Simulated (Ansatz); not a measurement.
AlBClH2N, SMILES [Cl][Al]1[BH][NH]1, a short molecular-dynamics run

Program: the Python package of Ansatz (0.2.0).

Script `albclh2n.py`:
```python
"""A short Born-Oppenheimer trajectory of AlBClH2N."""

import ansatz
import numpy as np

geometry_ang = [
    ("Cl", (-1.4646, -2.8591, 0.2871)),
    ("Al", (-0.3384, -0.9498, 0.1654)),
    ("B", (0.6658, 0.6588, -0.7041)),
    ("N", (0.4701, 0.5946, 0.8359)),
    ("H", (1.1053, 1.2356, -1.6503)),
    ("H", (-0.3961, 1.256, 1.0198)),
]
albclh2n = ansatz.Crystal.molecule()
for symbol, xyz in geometry_ang:
    albclh2n = albclh2n.atom(symbol, xyz)

calculation = (
    albclh2n.calculation()
    .basis(gaussian="6-31G*")
    .functional("pbe0")
    .md("nve", timestep=0.5, steps=30, temperature=800, initial_velocities="maxwell_boltzmann", seed=61)
)
frames = []
res = calculation.session().plan().execute(on_event=lambda e: frames.append(e["data"]) if e["event"] == "md_step" else None)
print("t (fs)   E_pot (eV)      E_kin (eV)   T (K)   d(0-1) (A)")
for f in frames[::1]:
    xyz = np.array(f["positions_ang"])
    print(f"{f['time_fs']:6.2f} {f['lagrangian_ev']:14.5f} {f['e_kin_ev']:10.5f} {f['temperature_k']:8.1f} {np.linalg.norm(xyz[0] - xyz[1]):9.4f}")
kept = np.array([f["conserved_ev"] for f in frames])
print(f"conserved energy moves by at most {1000 * np.ptp(kept):.3f} meV")
```

Output of `python albclh2n.py`:
```text
t (fs)   E_pot (eV)      E_kin (eV)   T (K)   d(0-1) (A)
  0.00   -21307.17161    0.41363    800.0    2.2200
  0.50   -21307.10185    0.34414    665.6    2.2227
  1.00   -21307.04796    0.29044    561.7    2.2253
  1.50   -21307.01289    0.25545    494.1    2.2277
  2.00   -21306.99758    0.24001    464.2    2.2300
  2.50   -21307.00002    0.24211    468.3    2.2321
  3.00   -21307.01504    0.25666    496.4    2.2340
  3.50   -21307.03569    0.27690    535.6    2.2358
  4.00   -21307.05632    0.29746    575.3    2.2375
  4.50   -21307.07659    0.31816    615.3    2.2389
  5.00   -21307.10358    0.34593    669.1    2.2401
  5.50   -21307.14919    0.39216    758.5    2.2412
  6.00   -21307.22249    0.46538    900.1    2.2420
  6.50   -21307.32234    0.56441   1091.6    2.2426
  7.00   -21307.43692    0.67791   1311.1    2.2430
  7.50   -21307.55068    0.79088   1529.6    2.2432
  8.00   -21307.65244    0.89238   1725.9    2.2431
  8.50   -21307.73895    0.97905   1893.6    2.2428
  9.00   -21307.81354    1.05398   2038.5    2.2422
  9.50   -21307.88257    1.12336   2172.7    2.2414
 10.00   -21307.95233    1.19334   2308.0    2.2404
 10.50   -21308.02724    1.26832   2453.0    2.2391
 11.00   -21308.10923    1.35024   2611.5    2.2375
 11.50   -21308.19782    1.43863   2782.4    2.2357
 12.00   -21308.29045    1.53099   2961.1    2.2337
 12.50   -21308.38298    1.62320   3139.4    2.2314
 13.00   -21308.47010    1.70996   3307.2    2.2289
 13.50   -21308.54577    1.78529   3452.9    2.2261
 14.00   -21308.60378    1.84302   3564.6    2.2232
 14.50   -21308.63857    1.87766   3631.6    2.2201
 15.00   -21308.64634    1.88551   3646.7    2.2168
conserved energy moves by at most 3.871 meV
```

Caveats:
- Total energies depend on the basis set; only differences at equal settings carry meaning.
- The trajectory is only some femtoseconds long, so its temperature is not equilibrated; where the script doesn't relax first, it starts from a rough generated geometry.
- The temperature counts the internal degrees of freedom alone.
- Timing: 90 s on 1 thread of Arm Neoverse V1, with other jobs on the host, peak memory 0.21 GiB.

(Lines on the test bed's own set-up are left out of the output.)
